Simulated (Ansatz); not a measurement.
# AlIn3Sb2: the cost of one run

Computed with Ansatz 0.2.0 (DFT PBE, scalar-relativistic, plane waves, PAW, unless a step's input says otherwise).

### 1 The structure to begin with

It takes space group P-6m2 (No. 187, hexagonal). Conventional cell: a = 4.423 Å, b = 4.423 Å, c = 8.858 Å, α = 90.00°, β = 90.00°, γ = 120.00°. Al (site symmetry -6m2) has 3 In at 2.55 Å as nearest neighbours. Around In (site symmetry -6m2) lie 3 In at 2.55 Å. Around In (site symmetry -6m2) lie 3 Al at 2.55 Å. Sb (site symmetry 3m) is surrounded by 9 In at 3.31 to 3.45 Å and 3 Al at 3.31 Å.

Structure file:

```cif
data_structure
_symmetry_space_group_name_H-M 'P 1'
_symmetry_Int_Tables_number 1
_cell_length_a 4.4227
_cell_length_b 4.4227
_cell_length_c 8.8581
_cell_angle_alpha 90.000
_cell_angle_beta 90.000
_cell_angle_gamma 120.000
_cell_volume 150.06
loop_
_atom_site_label
_atom_site_type_symbol
_atom_site_fract_x
_atom_site_fract_y
_atom_site_fract_z
_atom_site_occupancy
Al1 Al 0.00000 0.00000 0.00000 1
In1 In 0.00000 0.00000 0.50000 1
In2 In 0.33333 0.66667 0.00000 1
In3 In 0.33333 0.66667 0.50000 1
Sb1 Sb 0.66667 0.33333 0.23765 1
Sb2 Sb 0.66667 0.33333 0.76235 1
```

A structure generator made this guess: species swapped into a database cell of Ce2CoSi3 (P-6m2, No. 187), with Sb on the Ce sites, Al on the Co sites and In on the Si sites. The dimensions are guesses.

### 2 Probe: one point on a coarse mesh

Contents of input.yaml:

```yaml
crystal:
  lattice:
    - [4.42274816, 0.0, 0.0]
    - [-2.21137408, 3.83021226, 0.0]
    - [0.0, 0.0, 8.85811431]
  atoms:
    - { symbol: Al, position: [0.0, 0.0, 0.0] }
    - { symbol: In, position: [0.0, 0.0, 0.5] }
    - { symbol: In, position: [0.33333333, 0.66666667, 0.0] }
    - { symbol: In, position: [0.33333333, 0.66666667, 0.5] }
    - { symbol: Sb, position: [0.66666667, 0.33333333, 0.23765101] }
    - { symbol: Sb, position: [0.66666667, 0.33333333, 0.76234899] }
basis:
  ecutwfc: 420
kpoints:
  mp_grid: { grid: [6, 6, 2] }
hamiltonian:
  xc: pbe
scf:
  occupations: { method: gaussian, width: 0.1 }
  lower_state_search: "off"
output:
  forces: true
  stress: true
  eigenvalues: true
```

Started as:

```sh
ansatz run input.yaml --threads 1 --pin off --max-ram 2560MiB --backend cpu --events-out ev --progress --plain --runs-dir out
```

**Question.** How long does this run take on 1 thread of AMD EPYC 7R43 (Zen 3), shared host, and how much memory does it need?

About 9.2 s, with a peak of 0.44 GiB.
